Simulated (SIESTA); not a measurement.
Runs of SIESTA 5.4.2 on Ta3N. The structure is trigonal, space group P-3m1 (No. 164). The conventional cell has a = 3.032 Å, b = 3.032 Å, c = 7.524 Å, α = 90.00°, β = 90.00°, γ = 120.00°. Ta (site symmetry 3m) is surrounded by 3 N at 2.19 Å. Ta (site symmetry -3m) has 12 Ta at 3.01 to 3.03 Å as nearest neighbours. N (site symmetry -3m) has 6 Ta at 2.19 Å as nearest neighbours. The cell comes from a database or a generator and needn't be the stable form of this composition.

```csv
task,level,potentials or basis,gap on the mesh (eV),pressure (GPa),V0 of scaled cells (Å³/atom),B0 (GPa),largest force (eV/Å)
band structure,PBE,"PseudoDojo 0.4 standard (PBE files), DZP (energy shift 0.003 Ry; two zetas on semicore shells)",none,1.7,-,-,0.38
band structure,PBEsol,"PseudoDojo 0.4 standard (PBEsol files), DZP (energy shift 0.003 Ry; two zetas on semicore shells)",none,-5.9,-,-,(a)
equation of state,PBE,"PseudoDojo 0.4 standard (PBE files), DZP (energy shift 0.003 Ry; two zetas on semicore shells)",-,-,15.08,(b),-
equation of state,PBEsol,"PseudoDojo 0.4 standard (PBEsol files), DZP (energy shift 0.003 Ry; two zetas on semicore shells)",-,-,14.65,274,-
```

Alike in all rows: no spin polarisation; cell as given; k mesh 10 × 10 × 4; smearing fermi-dirac 0.05 eV; grid cutoff 800 Ry; energy shift 0.003 Ry.

Q: Fill in the values left out.

A: (a) 0.12; (b) 256.

Caveats: short orbitals over semicore shells can move pressures by several GPa; the basis of atomic orbitals isn't converged, which shifts pressures, moduli and gaps; the cell was scaled at fixed shape and fractional positions, which overstates the stiffness of a crystal with free parameters, most of all of layers and chains (some runs).

A k mesh can miss the band edges, and the runs leave out spin-orbit coupling on Ta.

A gap of «none» marks a metal or a gap under the smearing width.

Not every run made on this cell is shown here.
